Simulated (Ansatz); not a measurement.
# AlRu (rocksalt type): the cost of one run

Computed with Ansatz 0.2.0 (DFT PBEsol, with the methods named in each step, unless a step's input says otherwise).

**1. The starting structure**

It takes space group Fm-3m (No. 225, cubic). Conventional cell: a = 4.931 Å, b = 4.931 Å, c = 4.931 Å, α = 90.00°, β = 90.00°, γ = 90.00°. Ru (site symmetry m-3m) has 6 Al at 2.47 Å as nearest neighbours. Al (site symmetry m-3m) has 6 Ru at 2.47 Å as nearest neighbours.

Coordinates:

```cif
data_structure
_symmetry_space_group_name_H-M 'Fm-3m'
_symmetry_Int_Tables_number 225
_cell_length_a 4.9305
_cell_length_b 4.9305
_cell_length_c 4.9305
_cell_angle_alpha 90.000
_cell_angle_beta 90.000
_cell_angle_gamma 90.000
_cell_volume 119.86
loop_
_atom_site_label
_atom_site_type_symbol
_atom_site_symmetry_multiplicity
_atom_site_Wyckoff_symbol
_atom_site_fract_x
_atom_site_fract_y
_atom_site_fract_z
_atom_site_occupancy
Ru1 Ru 4 a 0.00000 0.00000 0.00000 1
Al1 Al 4 b 0.50000 0.00000 0.00000 1
```

The file gives the conventional cell by its symmetry; the runs use the cell typed in the input.

Whether this phase is the stable one at these pressures isn't tested.

Atoms are numbered in the order of the input: Ru1, Al2.

**2. The reference volume, LAPW**

The input, input.yaml:

```yaml
crystal:
  lattice:
    - [0.0, 2.4652521859, 2.4652521859]
    - [2.4652521859, 0.0, 2.4652521859]
    - [2.4652521859, 2.4652521859, 0.0]
  atoms:
    - { symbol: Ru, position: [0.0, 0.0, 0.0] }
    - { symbol: Al, position: [0.5, 0.5, 0.5] }
kpoints:
  mp_grid: { grid: [14, 14, 14] }
  band_path:
    path:
      - [0.0, 0.0, 0.0]
      - [0.5, 0.0, 0.5]
      - [0.625, 0.25, 0.625]
      - [0.375, 0.375, 0.75]
      - [0.0, 0.0, 0.0]
      - [0.5, 0.5, 0.5]
      - [0.5, 0.25, 0.75]
      - [0.5, 0.0, 0.5]
    npoints: 14
scf:
  occupations: { method: fermi_dirac, width: 0.05 }
hamiltonian:
  xc: pbesol
  pseudopotentials: { kind: all_electron, lapw: { basis_error: 0.001 } }
output:
  forces: true
  stress: true
  eigenvalues: true
  populations: true
  dos: { projected: true, de: 0.2, e_range: [-14, 8] }
```

Command:

```sh
ansatz run input.yaml --threads 1 --pin off --max-ram 2048MiB --backend cpu --events-out ev --progress --plain --runs-dir out
```

Q: Estimate wall time and peak memory on 1 thread of Intel Xeon Platinum 8375C at 2.90GHz (Ice Lake), shared host.

About 45 s, with a peak of 0.46 GiB.
